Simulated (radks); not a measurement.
# Hf inside a hard spherical wall

What does compression do to the levels of Hf? A hard sphere of shrinking radius stands in for pressure; the configuration is held at [Xe] 4f14 5d2 6s2.

The numbers are computed with radks (a radial shooting solver on a logarithmic mesh, Libxc functionals) version 1 (scalar-relativistic Kohn-Sham, LDA (Slater exchange, Perdew-Wang correlation), spin-polarised, spherical densities, point nucleus; open shells are filled with parallel spins first), except any that are marked as measured or tabulated.

### 1 The atom as given

| Item | Value |
| --- | --- |
| element | hafnium (Z = 72) |
| charge | 0 |
| electrons | 72 |
| configuration | [Xe] 4f14 5d2 6s2 |

Outer shells as boxes (Hund's rule):

Hf
```
[Xe] core
4f [↑↓][↑↓][↑↓][↑↓][↑↓][↑↓][↑↓]
5d [↑ ][↑ ][  ][  ][  ]
6s [↑↓]
```

### 2 The free atom

Input:

```text
Z 72
configuration [Xe] 4f14 5d2 6s2 6p0 7s0 5f0
relativity scalar-relativistic
functional lda,pw
spin polarised
nucleus point
c 137.035999084
```

### 3 Wall at 20 bohr

Input: that of step 2 with these lines changed.

```diff
@@ -6,2 +6,3 @@
 nucleus point
+wall 20 bohr
 c 137.035999084
```

### 4 Wall at 12 bohr

Input: that of step 3 with these lines changed.

```diff
@@ -6,3 +6,3 @@
 nucleus point
-wall 20 bohr
+wall 12 bohr
 c 137.035999084
```

### 5 Wall at 10 bohr

Input: that of step 4 with these lines changed.

```diff
@@ -6,3 +6,3 @@
 nucleus point
-wall 12 bohr
+wall 10 bohr
 c 137.035999084
```

### 6 Wall at 7 bohr

Input: that of step 5 with these lines changed.

```diff
@@ -6,3 +6,3 @@
 nucleus point
-wall 10 bohr
+wall 7 bohr
 c 137.035999084
```

### 7 Wall at 4 bohr

Input: that of step 6 with these lines changed.

```diff
@@ -6,3 +6,3 @@
 nucleus point
-wall 7 bohr
+wall 4 bohr
 c 137.035999084
```

### 8 Wall at 3.5 bohr

Input: that of step 7 with these lines changed.

```diff
@@ -6,3 +6,3 @@
 nucleus point
-wall 4 bohr
+wall 3.5 bohr
 c 137.035999084
```

### 9 Wall at 2.5 bohr

Input: that of step 8 with these lines changed.

```diff
@@ -6,3 +6,3 @@
 nucleus point
-wall 3.5 bohr
+wall 2.5 bohr
 c 137.035999084
```

### 10 Wall at 2 bohr

Input: that of step 9 with these lines changed.

```diff
@@ -6,3 +6,3 @@
 nucleus point
-wall 2.5 bohr
+wall 2 bohr
 c 137.035999084
```

### 11 Wall at 1.5 bohr

Input: that of step 10 with these lines changed.

```diff
@@ -6,3 +6,3 @@
 nucleus point
-wall 2 bohr
+wall 1.5 bohr
 c 137.035999084
```

Q: Predict the outcome of this session. Wanted: for each run, R; E − E(free); ε(5d); ε(6p, empty); ε(7s, empty); ε(5f, empty); pressure.

**Answer**, as computed:

```
R (bohr)  E − E(free) (eV)  ε(5d) (eV)  ε(6p, empty) (eV)  ε(7s, empty) (eV)  ε(5f, empty) (eV)  pressure (GPa)
    free             0.000      -3.232             -1.603             -0.097                  -               0
      20             0.000      -3.232             -1.603             -0.011              1.435        < 0.0001
      12             0.002      -3.223             -1.566              0.751              3.210         0.00160
      10             0.023      -3.172             -1.444              1.743              4.362          0.0219
       7             0.637      -2.448             -0.123              7.537              8.547            1.23
       4            19.319       4.979             15.697             52.329             28.321             130
     3.5            37.148       9.476             26.854             79.425             38.046             358
     2.5            179.95      34.318             91.319             218.46             82.279            4550
       2            493.02      74.195             192.63             417.40             141.23           23451
     1.5            1695.9      194.45             476.78             937.59             290.04          180009
```

**Reading.** Eigenvalues are for spin up. At the tightest wall, 1.5 bohr, the energy stands 1695.9 eV above the free atom and the pressure, −dE/dV, is 180009 GPa. Of the levels in the table that exist at both ends, 7s (empty) rises most from the free atom (937.68 eV). From R = 4 bohr inwards the highest occupied level lies above zero, pushed up by confinement. Shells are not refilled when levels cross, and a hard wall is a model, not a crystal.
